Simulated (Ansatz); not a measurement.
# C₃H₉InS₃: up Jacob's ladder to CCSD(T)

The task here is to estimate one member of a computed series from the others.

Program: Ansatz 0.2.0, Gaussian basis. Level of theory: functionals in def2-TZVPP, the program's frozen cores in correlated methods. These are calculated values, not measurements.

Plan: LDA (SPW92), PBE-D4, revPBE-D4, BLYP-D4, r2SCAN-D4, B97M-V, PBE0-D4, B3LYP-D4, r2SCANh-D4, r2SCAN0-D4, HSE06-D4, BHLYP-D4, CAM-B3LYP-D4, LC-ωPBE, ωB97X-V, ωB97M-V, B2PLYP, PBE-QIDH; CCSD(T)/def2-SVP; CCSD(T)/def2-TZVPP; MP2/def2-QZVPP; extrapolation to the limit; RPA on PBE.

## The geometry

All runs share one geometry, relaxed beforehand with PBE0-D4 in a triple-zeta def2 set. In takes the def2 core potential; no spin-orbit term is included.

16 atoms, charge 0, spin multiplicity 1.

Atoms are counted from 1 here; the program's logs count them from 0.

Bond lengths: C1–S2 1.822 Å, C1–H8 1.089 Å, C1–H9 1.090 Å, C1–H10 1.089 Å, S2–In3 2.373 Å, In3–S4 2.373 Å, In3–S6 2.373 Å, S4–C5 1.822 Å, C5–H11 1.089 Å, C5–H12 1.090 Å, C5–H13 1.089 Å, S6–C7 1.822 Å, C7–H14 1.089 Å, C7–H15 1.089 Å, C7–H16 1.090 Å. Angles: S2–C1–H8 111.5°, S2–C1–H9 106.4°, S2–C1–H10 111.5°, H8–C1–H9 108.7°, H8–C1–H10 109.7°, H9–C1–H10 108.7°, C1–S2–In3 100.9°, S2–In3–S4 120.0°, S2–In3–S6 120.0°, S4–In3–S6 120.0°, In3–S4–C5 100.9°, S4–C5–H11 111.5°, S4–C5–H12 106.4°, S4–C5–H13 111.5°, H11–C5–H12 108.7°, H11–C5–H13 109.7°, H12–C5–H13 108.7°, In3–S6–C7 100.9° and more.

Geometry (Å):

```mol
C3H9InS3
  3D, bonds by distance, orders not assigned

 16 15  0  0  0  0  0  0  0  0999 V2000
   -2.7642    1.6715    0.3809 C   0  0
   -1.1192    2.0725   -0.2909 S   0  0
    0.0004    0.0001    0.0002 In  0  0
   -1.1455   -1.8424    0.9620 S   0  0
    0.1624   -3.1100    0.9392 C   0  0
    2.2656   -0.2296   -0.6701 S   0  0
    2.6016    1.4385   -1.3202 C   0  0
   -2.7094    1.3927    1.4322 H   0  0
   -3.3637    2.5773    0.2897 H   0  0
   -3.2446    0.8757   -0.1863 H   0  0
    0.4931   -3.3254   -0.0758 H   0  0
   -0.2762   -4.0133    1.3634 H   0  0
    1.0150   -2.8154    1.5493 H   0  0
    1.9585    1.6748   -2.1667 H   0  0
    2.4883    2.1985   -0.5486 H   0  0
    3.6379    1.4346   -1.6584 H   0  0
  1  2  8  0
  2  3  8  0
  3  4  8  0
  4  5  8  0
  3  6  8  0
  6  7  8  0
  1  8  8  0
  1  9  8  0
  1 10  8  0
  5 11  8  0
  5 12  8  0
  5 13  8  0
  7 14  8  0
  7 15  8  0
  7 16  8  0
M  END
```

The first run:

in.yaml reads:

```yaml
crystal:
  periodic: [false, false, false]
  atoms:
    - {symbol: C, position_ang: [-2.764182, 1.671518, 0.380928]}
    - {symbol: S, position_ang: [-1.119168, 2.072465, -0.290910]}
    - {symbol: In, position_ang: [0.000408, 0.000084, 0.000213]}
    - {symbol: S, position_ang: [-1.145515, -1.842386, 0.961999]}
    - {symbol: C, position_ang: [0.162406, -3.110048, 0.939225]}
    - {symbol: S, position_ang: [2.265551, -0.229618, -0.670141]}
    - {symbol: C, position_ang: [2.601639, 1.438476, -1.320224]}
    - {symbol: H, position_ang: [-2.709429, 1.392704, 1.432179]}
    - {symbol: H, position_ang: [-3.363681, 2.577340, 0.289748]}
    - {symbol: H, position_ang: [-3.244637, 0.875674, -0.186264]}
    - {symbol: H, position_ang: [0.493101, -3.325398, -0.075757]}
    - {symbol: H, position_ang: [-0.276220, -4.013331, 1.363407]}
    - {symbol: H, position_ang: [1.014993, -2.815367, 1.549280]}
    - {symbol: H, position_ang: [1.958494, 1.674758, -2.166662]}
    - {symbol: H, position_ang: [2.488342, 2.198524, -0.548629]}
    - {symbol: H, position_ang: [3.637907, 1.434614, -1.658401]}
basis:
  gaussian: {orbitals: def2-TZVPP}
hamiltonian: {xc: lda}
output: {orbitals: {seedname: orbitals}}
```

Launch:

```sh
$ ansatz run in.yaml --threads 2 --pin off --events-out ev --progress --plain --max-ram 32768MiB --backend cuda --devices 0, --max-vram 18GiB
```

Among the steps run: LDA; PBE-D4 (GGA); revPBE-D4 (GGA); BLYP-D4 (GGA); r2SCAN-D4 (meta-GGA); B97M-V (meta-GGA); B3LYP-D4 (hybrid); r2SCANh-D4 (hybrid); r2SCAN0-D4 (hybrid); HSE06-D4 (hybrid); BHLYP-D4 (hybrid); CAM-B3LYP-D4 (range-separated); LC-ωPBE (range-separated); ωB97X-V (range-separated); ωB97M-V (range-separated); B2PLYP (double hybrid); PBE-QIDH (double hybrid).

One of the session's tables, all rows but one given; the rest of the session is left out.

It belongs to the step «Frontier levels by functional». 

| functional | HOMO (eV) | gap (eV) |
| --- | --- | --- |
| LDA (SPW92) | -5.76 | 3.39 |
| PBE-D4 | -5.64 | 3.55 |
| revPBE-D4 | -5.58 | 3.62 |
| BLYP-D4 | -5.47 | 3.46 |
| r2SCAN-D4 | -5.89 | 4.01 |
| B97M-V | -5.97 | 4.08 |
| PBE0-D4 | -6.83 | 5.57 |
| B3LYP-D4 | -6.58 | 5.06 |
| r2SCANh-D4 | -6.33 | 4.75 |
| r2SCAN0-D4 | -7.00 | 5.85 |
| HSE06-D4 | -6.43 | 4.81 |
| BHLYP-D4 | -7.88 | 7.49 |
| CAM-B3LYP-D4 | -8.13 | 7.80 |
| LC-ωPBE | ? | ? |
| ωB97X-V | -9.17 | 9.88 |
| ωB97M-V | -9.01 | 9.55 |

**Question.** Estimate the row for LC-ωPBE.

The run gave: HOMO (eV): -9.53; gap (eV): 10.40. In the column «HOMO (eV)» it is the lowest.
